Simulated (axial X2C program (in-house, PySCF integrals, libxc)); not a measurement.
# ClInCl⁺: bond lengths and stretches, held linear

Aim: the two bond lengths and stretching wavenumbers of linear ClInCl⁺, with and without spin–orbit coupling, at PBE0, HF, TPSSh, MP2.

Computed with an in-house X2C program for linear molecules on PySCF integrals. Level: all-electron X2C, two-component (2c) or spin-free, Cl dyall-av3z, In dyall-v3z.

All values are calculated.

1 further run of the same task is left out (set aside as unsound or not needed).

## Step 1: Set-up

Input file task.json:

```json
{"zs": [17, 49, 17], "q": 1, "bas": ["dyall-av3z", "dyall-v3z", "dyall-av3z"], "r0": [2.41, 2.41], "symm": 1, "scan": ["PBE0", "HF", "TPSSh"], "levels": ["PBE0", "HF", "r2SCAN"], "nst": 2}
```

Keys: zs atomic numbers; q charge; bas basis sets; r0 starting distance in Å; symm equal bonds; scan levels of the two-bond scan (MP2 follows by itself at each HF point); levels methods; nst determinants followed.

Launch:

```console
$ python solin.py task.json out
```

Masses Cl 34.969, In 114.904, Cl 34.969 u.

## Step 2: Scan at PBE0, 2c

State: Ω = 0 (all partner blocks equally filled). Energies above the lowest point, from the job's result record:

| r(Cl–In) (Å) | r(In–Cl) (Å) | E (meV) |
| --- | --- | --- |
| 2.1606 | 2.1606 | 57.98 |
| 2.1606 | 2.2160 | 29.69 |
| 2.1606 | 2.2714 | 61.14 |
| 2.2160 | 2.1606 | 29.69 |
| 2.2160 | 2.2160 | 0.00 |
| 2.2160 | 2.2714 | 29.97 |
| 2.2160 | 2.3268 | 106.14 |
| 2.2714 | 2.1606 | 61.14 |
| 2.2714 | 2.2160 | 29.97 |
| 2.2714 | 2.2714 | 58.34 |
| 2.3268 | 2.2160 | 106.14 |
| 2.3268 | 2.3268 | 205.60 |

A quadratic surface with cubic terms in each bond gives the minimum at 2.214 and 2.214 Å, force constants 3.14, 3.14 and coupling -0.08 mdyn/Å.

## Step 3: Scan at HF, 2c

State: Ω = 0 (all partner blocks equally filled). Energies above the lowest point, from the job's result record:

| r(Cl–In) (Å) | r(In–Cl) (Å) | E (meV) |
| --- | --- | --- |
| 2.1606 | 2.1606 | 82.70 |
| 2.1606 | 2.2160 | 41.60 |
| 2.1606 | 2.2714 | 66.68 |
| 2.2160 | 2.1606 | 41.60 |
| 2.2160 | 2.2160 | 0.00 |
| 2.2160 | 2.2714 | 24.49 |
| 2.2160 | 2.3268 | 101.03 |
| 2.2714 | 2.1606 | 66.68 |
| 2.2714 | 2.2160 | 24.49 |
| 2.2714 | 2.2714 | 48.33 |
| 2.3268 | 2.2160 | 101.03 |
| 2.3268 | 2.3268 | 199.20 |

A quadratic surface with cubic terms in each bond gives the minimum at 2.221 and 2.221 Å, force constants 3.38, 3.38 and coupling -0.03 mdyn/Å.

## Step 4: Scan at TPSSh, 2c

State: Ω = 0 (all partner blocks equally filled). Energies above the lowest point, from the job's result record:

```csv
r(Cl–In) (Å),r(In–Cl) (Å),E (meV)
2.1606,2.1606,78.24
2.1606,2.2160,39.88
2.1606,2.2714,61.28
2.2160,2.1606,39.88
2.2160,2.2160,0.00
2.2160,2.2714,19.77
2.2160,2.3268,85.73
2.2714,2.1606,61.28
2.2714,2.2160,19.77
2.2714,2.2714,37.82
2.3268,2.2160,85.73
2.3268,2.3268,164.20
```

A quadratic surface with cubic terms in each bond gives the minimum at 2.224 and 2.224 Å, force constants 3.01, 3.01 and coupling -0.09 mdyn/Å.

## Step 5: The levels side by side

| level | r(Cl–In) (Å) | r(In–Cl) (Å) | lower stretch (cm⁻¹) | upper stretch (cm⁻¹) |
| --- | --- | --- | --- | --- |
| PBE0, 2c | 2.214 | 2.214 | 385.1 | 501.5 |
| HF, 2c | 2.221 | 2.221 | 402.8 | 516.1 |
| TPSSh, 2c | 2.224 | 2.224 | 376.7 | 492.3 |
| MP2, 2c | 2.216 | 2.216 | 394.9 | 511.7 |
| PBE0, spin-free | 2.213 | 2.213 | 385.3 | 501.7 |
| HF, spin-free | 2.221 | 2.221 | 403.0 | 516.2 |
| TPSSh, spin-free | 2.223 | 2.223 | 376.9 | 492.5 |
| MP2, spin-free | 2.216 | 2.216 | 395.1 | 511.9 |

Scans not shown above were run alike.

In words: Over the levels the Cl–In bond spans 2.213 to 2.224 Å and the In–Cl bond 2.213 to 2.224 Å. At PBE0 spin–orbit coupling leaves both bonds unchanged to 0.001 Å. Each state is one determinant, the lowest of a limited PBE0 search; the stretches come from a fit to few points and are good to some per cent at best. The stretches are sorted by size, and where the two bonds are alike the symmetric and antisymmetric modes can swap order between levels. MP2 freezes inner shells (threshold -2 hartree). The molecule was held linear; bending was not examined, so a bent shape may lie lower.
